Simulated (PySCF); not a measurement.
# SiF3 (trifluorosilyl): UB2PLYP/STO-3G

Aim: the vertical doublet–quartet gap of SiF3 (trifluorosilyl) at UB2PLYP/STO-3G, from 2 runs. Input form: a Python script.

Program for the calculation: PySCF 2.14.0.

12 further runs of the same task are left out: 4 that didn't finish, 8 set aside as unsound or not needed.

### 1 The molecule

SiF3 has 4 atoms, charge 0, and is taken as a doublet. As SMILES, `F[Si](F)F`. Geometry: relaxed at PBE0-D4/def2-TZVP.

Bond lengths: F1–Si2 1.581 Å, Si2–F3 1.581 Å, Si2–F4 1.581 Å. Angles: F1–Si2–F3 107.9°, F1–Si2–F4 107.9°, F3–Si2–F4 107.9°.

### 2 A single-point energy at UB2PLYP/STO-3G

The input, job.py:

```python
from pyscf import gto, dft, mp

system = gto.M(
    atom=[
    ('F', (0.784850, -0.507040, 1.151700)),
    ('Si', (-0.282750, 0.213060, 0.234280)),
    ('F', (-0.994260, -0.892250, -0.644340)),
    ('F', (0.492160, 1.186230, -0.741640)),
],
    spin=1,
    basis='sto-3g',
    verbose=3,
    max_memory=1860,
)

mf = dft.UKS(system, xc='0.53*HF + 0.47*B88, 0.73*LYP')
mf.conv_tol = 1e-10
mf.grids.level = 5
mf.kernel()
if not mf.converged:
    mf = mf.newton().run(mf.mo_coeff, mf.mo_occ)

pt = mp.MP2(mf, frozen=8).run()
energy = mf.e_tot + 0.27 * pt.e_corr
print('PT2 part  %.8f' % (0.27 * pt.e_corr))
print('E = %.10f Eh' % energy)
```

On the command line:

```console
$ OMP_NUM_THREADS=1 python job.py
```

What it wrote:

```text
WARN: HOMO -0.18295679667165 >= LUMO -0.182956796671649

converged SCF energy = -580.812803150859  <S^2> = 0.75493425  2S+1 = 2.0049282
E(UMP2) = -580.9267260391  E_corr = -0.113922888241319
E(SCS-UMP2) = -580.925278573602  E_corr = -0.112475422742712
PT2 part  -0.03075918
E = -580.8435623307 Eh
```

Wall time 4.2 s (1 thread of Intel Xeon 6975P-C (Granite Rapids), shared host); peak memory 0.23 GiB.

### 3 The quartet, same level

The input, calc.py:

```python
from pyscf import gto, dft, mp

mol = gto.Mole()
mol.atom = [
    ('F', (0.784850, -0.507040, 1.151700)),
    ('Si', (-0.282750, 0.213060, 0.234280)),
    ('F', (-0.994260, -0.892250, -0.644340)),
    ('F', (0.492160, 1.186230, -0.741640)),
]
mol.verbose = 4
mol.spin = 3
mol.max_memory = 1860
mol.basis = 'sto-3g'
mol.build()

myscf = dft.UKS(mol)
myscf.xc = '0.53*HF + 0.47*B88, 0.73*LYP'
myscf.conv_tol = 1e-10
myscf.grids.level = 5
myscf.kernel()
if not myscf.converged:
    myscf = myscf.newton().run(myscf.mo_coeff, myscf.mo_occ)

pt = mp.MP2(myscf, frozen=8).run()
energy = myscf.e_tot + 0.27 * pt.e_corr
print('PT2 part  %.8f' % (0.27 * pt.e_corr))
print('Final energy', energy)
```

On the command line:

```console
$ OMP_NUM_THREADS=1 python calc.py
```

What it wrote:

```text
PySCF version 2.14.0

[INPUT] num. atoms = 4
[INPUT] num. electrons = 41
[INPUT] charge = 0
[INPUT] spin (= nelec alpha-beta = 2S) = 3
[INPUT] symmetry False subgroup None
[INPUT] Mole.unit = angstrom
[INPUT] Symbol           X                Y                Z      unit          X                Y                Z       unit  Magmom
[INPUT]  1 F      0.784850000000  -0.507040000000   1.151700000000 AA    1.483151548865  -0.958166734199   2.176397577662 Bohr   0.0
[INPUT]  2 Si    -0.282750000000   0.213060000000   0.234280000000 AA   -0.534320061721   0.402625048100   0.442725036463 Bohr   0.0
[INPUT]  3 F     -0.994260000000  -0.892250000000  -0.644340000000 AA   -1.878879096610  -1.686108134643  -1.217626131102 Bohr   0.0
[INPUT]  4 F      0.492160000000   1.186230000000  -0.741640000000 AA    0.930047609466   2.241649820743  -1.401496483022 Bohr   0.0

[... 43 lines left out ...]
[... the frontier-level lines of each cycle are left out ...]
[... 11 lines left out ...]
[... 11 lines left out ...]
[... 11 lines left out ...]
[... 11 lines left out ...]
[... 11 lines left out ...]
[... 11 lines left out ...]
[... 5 lines left out ...]

cycle= 14 E= -580.321552408358  delta_E= -3.83e-10  |g|= 4.63e-06  |ddm|= 0.000149


cycle= 15 E= -580.321552408342  delta_E= 1.57e-11  |g|= 4.23e-06  |ddm|= 1.04e-05


Extra cycle  E= -580.321552408429  delta_E= -8.64e-11  |g|= 4.31e-06  |ddm|= 3.51e-05
converged SCF energy = -580.321552408429  <S^2> = 3.7585495  2S+1 = 4.0042725

******** <class 'pyscf.mp.ump2.UMP2'> ********
nocc = (np.int64(14), np.int64(11)), nmo = (16, 16)
frozen orbitals 8
E(UMP2) = -580.530720017945  E_corr = -0.209167609516412
E(SCS-UMP2) = -580.499526603552  E_corr = -0.177974195122761
E_corr(same-spin) = -0.0842618495733837
E_corr(oppo-spin) = -0.124905759943028
PT2 part  -0.05647525
Final energy -580.3780276629983
```

It took 5.7 s on 1 thread of Intel Xeon 6975P-C (Granite Rapids), shared host; peak memory 0.23 GiB.

### 4 Results

Level: UB2PLYP/STO-3G, 8 core orbitals frozen.

```
                                                         quantity          value
                                            doublet: total energy  -580.84356 Eh
                                doublet: dipole moment (SCF part)         1.05 D
doublet: HOMO energy (SCF part's orbitals) (highest over α and β)       -4.03 eV
 doublet: LUMO energy (SCF part's orbitals) (lowest over α and β)        2.76 eV
                                                    doublet: ⟨S²⟩          0.755
                                            quartet: total energy  -580.37803 Eh
                                quartet: dipole moment (SCF part)         1.88 D
                                                    quartet: ⟨S²⟩          3.759
                 vertical energy of the quartet above the doublet      12.668 eV
```

**Reading.** At this shape the quartet lies 12.67 eV (292 kcal/mol) above the doublet. In a minimal basis such a difference can be off by several eV, whatever the method. Mulliken charges (doublet) run from -0.29 on F1 to +0.86 on Si2; they depend strongly on the basis.
